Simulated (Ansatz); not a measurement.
# C₃H₁₀CuOP: ionisation energy by level of theory

Aim: the vertical ionisation energy of C₃H₁₀CuOP, as cation minus neutral at the neutral's geometry, on several levels, and how well −ε(HOMO) stands in for it.

The runs use Ansatz 0.2.0, Gaussian basis; unrestricted cation, the program's frozen cores in correlated methods.

Plan: UKS PBE-D4/def2-TZVPP; UKS r2SCAN-D4/def2-TZVPP; UKS PBE0-D4/def2-TZVPP; UKS B3LYP-D4/def2-TZVPP; UKS wB97X-V/def2-TZVPP; UKS wB97M-V/def2-TZVPP; UKS B2PLYP (frozen core with 3s3p of Cu, Zn)/def2-TZVPP; UHF-CCSD(T) with 3s3p of Cu, Zn/def2-TZVPP; UHF-MP2 with 3s3p of Cu, Zn/def2-QZVPP; extrapolation to the limit; then −ε(HOMO) from the neutral's earlier runs with LDA (SPW92), PBE-D4, revPBE-D4, BLYP-D4, r2SCAN-D4, B97M-V, PBE0-D4, B3LYP-D4, r2SCANh-D4, r2SCAN0-D4, HSE06-D4, BHLYP-D4, CAM-B3LYP-D4, LC-ωPBE, ωB97X-V, ωB97M-V.

### 1 The relaxed structure

The geometry comes from an earlier relaxation with PBE0-D4 in a triple-zeta def2 set; it is a stationary point, not always the lowest conformer.

SMILES `C[P+](C)(C)[Cu-][OH]`, 16 atoms, charge 0, spin multiplicity 1.

Atoms are counted from 1 here; the program's logs count them from 0.

Bond lengths: C1–P2 1.821 Å, C1–H7 1.091 Å, C1–H8 1.093 Å, C1–H9 1.091 Å, P2–C3 1.821 Å, P2–C4 1.821 Å, P2–Cu5 2.148 Å, C3–H10 1.091 Å, C3–H11 1.093 Å, C3–H12 1.091 Å, C4–H13 1.091 Å, C4–H14 1.093 Å, C4–H15 1.091 Å, Cu5–O6 1.792 Å, O6–H16 0.958 Å. Angles: P2–C1–H7 109.4°, P2–C1–H8 111.3°, P2–C1–H9 109.5°, H7–C1–H8 109.3°, H7–C1–H9 108.1°, H8–C1–H9 109.3°, C1–P2–C3 102.9°, C1–P2–C4 102.8°, C1–P2–Cu5 115.4°, C3–P2–C4 102.8°, C3–P2–Cu5 115.4°, C4–P2–Cu5 115.8°, P2–C3–H10 109.4°, P2–C3–H11 111.4°, P2–C3–H12 109.4°, H10–C3–H11 109.3°, H10–C3–H12 108.0°, H11–C3–H12 109.3° and more.

### 2 Cation, UKS PBE-D4/def2-TZVPP

The input, in.yaml:

```yaml
crystal:
  periodic: [false, false, false]
  atoms:
    - {symbol: C, position_ang: [-0.533993, -1.476862, 0.840429]}
    - {symbol: P, position_ang: [0.015884, 0.033249, -0.015970]}
    - {symbol: C, position_ang: [1.824210, -0.173167, -0.080153]}
    - {symbol: C, position_ang: [-0.486738, -0.273631, -1.739379]}
    - {symbol: Cu, position_ang: [-0.669417, 1.879958, 0.841953]}
    - {symbol: O, position_ang: [-1.149350, 3.483273, 1.481290]}
    - {symbol: H, position_ang: [-0.190620, -1.452553, 1.875714]}
    - {symbol: H, position_ang: [-0.145209, -2.373952, 0.352451]}
    - {symbol: H, position_ang: [-1.624368, -1.514627, 0.846640]}
    - {symbol: H, position_ang: [2.260874, 0.634780, -0.669204]}
    - {symbol: H, position_ang: [2.099882, -1.133033, -0.523779]}
    - {symbol: H, position_ang: [2.231864, -0.111875, 0.929981]}
    - {symbol: H, position_ang: [-0.114429, 0.531816, -2.374267]}
    - {symbol: H, position_ang: [-0.099810, -1.228613, -2.103315]}
    - {symbol: H, position_ang: [-1.575847, -0.277239, -1.804119]}
    - {symbol: H, position_ang: [-1.842914, 3.452467, 2.141729]}
basis:
  gaussian: {orbitals: def2-TZVPP}
total_charge: 1
magnetization: {spin_polarized: true, initial_magnetization: 1}
hamiltonian: {xc: pbe, dispersion: d4}
```

On the command line:

```sh
$ ansatz run in.yaml --threads 2 --pin off --events-out ev --progress --plain --max-ram 22528MiB --backend cuda --devices 0, --max-vram 18GiB
```

The runs that follow: Cation, UKS r2SCAN-D4/def2-TZVPP; Cation, UKS PBE0-D4/def2-TZVPP; Cation, UKS B3LYP-D4/def2-TZVPP; Cation, UKS wB97X-V/def2-TZVPP; Cation, UKS wB97M-V/def2-TZVPP; Cation, UKS B2PLYP (frozen core with 3s3p of Cu, Zn)/def2-TZVPP; Cation, UHF-CCSD(T) with 3s3p of Cu, Zn/def2-TZVPP; Cation, UHF-MP2 with 3s3p of Cu, Zn/def2-QZVPP.

**Question.** What will the summary of the whole plan be? Wanted: ionisation energy, CCSD(T)/CBS; nearest functional by difference; nearest −ε(HOMO); −ε(HOMO) of PBE; T1 of the cation.

The runs gave:

| quantity | value |
| --- | --- |
| ionisation energy, CCSD(T)/CBS | 8.53 eV |
| nearest functional by difference | B2PLYP (+0.15 eV) |
| nearest −ε(HOMO) | LC-ωPBE (+0.11 eV) |
| −ε(HOMO) of PBE | 4.44 eV |
| T1 of the cation | 0.039 |

In words: By cation minus neutral, the functionals miss by 0.74 eV at most. The PBE orbital energy is 4.1 eV too small: a semilocal HOMO is no ionisation energy. Among orbital estimates LC-ωPBE comes nearest. Hartree-Fock falls 3.12 eV short, as the neutral has more correlation energy than the cation. The cation's T1 (from the report) is 0.039, near the customary mark of 0.045 for open shells, so the coupled-cluster value is less safe. For Cu the d shell is correlated and the shells below it are frozen.
